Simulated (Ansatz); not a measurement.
# AlAsFH₃ (SMILES [F][AlH][AsH2]): one structure at several levels

An exercise on one series of results from a longer session: the logs are not shown, and one member is left open.

The runs use Ansatz 0.2.0, Gaussian basis; single points in def2-TZVPP.

Correlated methods freeze the cores. Filled d shells of the heavier atoms are correlated. B3LYP uses VWN-RPA correlation.

## The system as given

SMILES `[F][AlH][AsH2]`, 6 atoms, charge 0, spin multiplicity 1.

Atoms are counted from 1 here; the program's logs count them from 0.

Bond lengths: F1–Al2 1.828 Å, Al2–As3 2.316 Å, Al2–H4 1.669 Å, As3–H5 1.402 Å, As3–H6 1.413 Å. Angles: F1–Al2–As3 123.0°, F1–Al2–H4 101.6°, As3–Al2–H4 134.8°, Al2–As3–H5 88.5°, Al2–As3–H6 84.5°, H5–As3–H6 105.1°.

Geometry (Å):

```
atom    x (Å)    y (Å)    z (Å)
  F1  -0.2915  -1.7541   1.1928
 Al2  -0.4489  -0.6551  -0.2599
 As3   0.0280   1.6098  -0.1866
  H4  -0.7758  -1.7503  -1.4767
  H5   1.2130   1.3455  -0.8883
  H6   0.3408   1.3616   1.1690
```

Set-up of the first run:

run/in.yaml

```yaml
crystal:
  periodic: [false, false, false]
  atoms:
    - {symbol: F, position_ang: [-0.291500, -1.754100, 1.192800]}
    - {symbol: Al, position_ang: [-0.448900, -0.655100, -0.259900]}
    - {symbol: As, position_ang: [0.028000, 1.609800, -0.186600]}
    - {symbol: H, position_ang: [-0.775800, -1.750300, -1.476700]}
    - {symbol: H, position_ang: [1.213000, 1.345500, -0.888300]}
    - {symbol: H, position_ang: [0.340800, 1.361600, 1.169000]}
basis:
  gaussian: {orbitals: def2-TZVPP}
correlation: {method: ccsd_t}
output: {forces: true}
```

The command line of these runs was not kept.

Among the steps run: CCSD(T)/def2-TZVPP; PBE0-D4/def2-TZVPP; wB97M-V/def2-TZVPP; r2SCAN-D4/def2-TZVPP; PBE-D4/def2-TZVPP; HSE06-D4/def2-TZVPP; B3LYP-D4/def2-TZVPP.

One of the session's tables, all rows but one given; the rest of the session is left out.

```
   method  RMS force component (eV/Å)  angle to CCSD(T) forces (°)  dipole (D)
  CCSD(T)                       1.823                    reference        2.66
  PBE0-D4                       1.835                          2.3        2.74
  wB97M-V                       1.796                          2.0        2.72
r2SCAN-D4                       1.810                          1.8        2.63
   PBE-D4                       1.813                          7.2        2.66
 HSE06-D4                           ?                            ?           ?
 B3LYP-D4                       1.834                          2.7        2.78
```

Estimate the missing values for HSE06-D4.

**Answer.** RMS force component (eV/Å): 1.836; angle to CCSD(T) forces (°): 2.3; dipole (D): 2.74. In the column «RMS force component (eV/Å)» it is the highest.
